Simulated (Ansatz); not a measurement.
# AlO2: the cost of one run

Program: Ansatz 0.2.0. Level of theory: DFT PBE, scalar-relativistic, plane waves, PAW. These are calculated values, not measurements.

## 1. The structure to begin with

It takes space group I4/mmm (No. 139, tetragonal). The conventional cell has a = 2.929 Å, b = 2.929 Å, c = 7.310 Å, α = 90.00°, β = 90.00°, γ = 90.00°. Around Al (site symmetry 4/mmm) lie 10 O at 2.39 to 2.45 Å. Around O (site symmetry 4mm) lie 5 Al at 2.39 to 2.45 Å and 5 O at 2.40 to 2.42 Å.

As a file:

```
CELL_PARAMETERS angstrom
-1.46448 1.46448 3.65509
1.46448 -1.46448 3.65509
1.46448 1.46448 -3.65509
ATOMIC_POSITIONS crystal
Al 0.00000 0.00000 0.00000
O 0.66438 0.66438 0.00000
O 0.33562 0.33562 0.00000
```

The cell is invented: species swapped into a database cell of TiAu2 (I4/mmm, No. 139), with Al on the Ti sites and O on the Au sites. The dimensions are guesses.

## 2. The guess as it stands, on a coarse mesh

input.yaml

```yaml
crystal:
  lattice:
    - [-1.46448398, 1.46448398, 3.65508775]
    - [1.46448398, -1.46448398, 3.65508775]
    - [1.46448398, 1.46448398, -3.65508775]
  atoms:
    - { symbol: Al, position: [0.0, 0.0, 0.0] }
    - { symbol: O, position: [0.66438335, 0.66438335, 0.0] }
    - { symbol: O, position: [0.33561665, 0.33561665, 0.0] }
basis:
  ecutwfc: 420
kpoints:
  mp_grid: { grid: [8, 8, 8] }
hamiltonian:
  xc: pbe
scf:
  occupations: { method: gaussian, width: 0.1 }
  lower_state_search: "off"
output:
  forces: true
  stress: true
  eigenvalues: true
```

Command:

```console
$ ansatz run input.yaml --threads 1 --pin off --max-ram 2048MiB --backend cpu --events-out ev --progress --plain --runs-dir out
```

Q: Estimate wall time and peak memory on 1 thread of Arm Neoverse V1, shared host.

About 1.4 s, with a peak of 0.27 GiB.
